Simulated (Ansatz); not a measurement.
LaFeGe:

```
La Ge Fe
1.0
     4.23181    0.00000    0.00000
    -2.11590    3.66485    0.00000
     0.00000    0.00000    4.28578
La Ge Fe
1 1 1
Direct
  0.00000 0.00000 0.00000
  0.66667 0.33333 0.50000
  0.33333 0.66667 0.50000
```

The cell comes from a database or a generator and needn't be the stable form of this composition.

Alike in all runs: program Ansatz 0.2.0; functional PBE; potentials or basis Ansatz PAW; cutoff 420 eV (not typed: the program's choice for these potentials); k mesh 6 × 6 × 5; occupations fermi-dirac, width 0.05 eV.

Starts and where they ended:

| start | free energy over the lowest (meV/atom) | net moment (μB) | site or absolute moments (μB) | gap |
| --- | --- | --- | --- | --- |
| collinear spin, ferromagnetic start of up to 3.8 μB; fixed moment 3.8 | 108.5 | 3.80 | La +0.22; Ge +0.07; Fe +2.77 | - |
| collinear spin, program default start; fixed moment 0 | 62.3 | 0.00 | - | - |
| collinear spin, ferromagnetic start of up to 3 μB; fixed moment 3 | 31.3 | 3.00 | La +0.06; Ge +0.05; Fe +2.52 | - |
| collinear spin, ferromagnetic start of up to 1.5 μB; fixed moment 1.5 | 11.3 | 1.50 | La -0.12; Ge -0.03; Fe +1.79 | - |
| collinear spin, ferromagnetic start of up to 6 μB; fixed moment 6 | 779.6 | 6.00 | La +0.72; Ge +0.17; Fe +3.39 | - |
| collinear spin, ferromagnetic start of up to 2.2 μB; fixed moment 2.2 | 0.0 | 2.20 | La -0.06; Ge +0.00; Fe +2.19 | - |
| collinear spin, ferromagnetic start of up to 0.8 μB; fixed moment 0.8 | 35.2 | 0.80 | La -0.14; Ge -0.05; Fe +1.25 | - |
| collinear spin, ferromagnetic start of up to 4.5 μB; fixed moment 4.5 | 219.9 | 4.50 | La +0.37; Ge +0.08; Fe +2.99 | - |

All polarised runs hold their moment fixed, so the table maps the energy against it. A still lower state may exist.

Caveats: the total moment is fixed, so each spin has its own Fermi level; the magnetic or orbital state may not be the lowest (some runs).
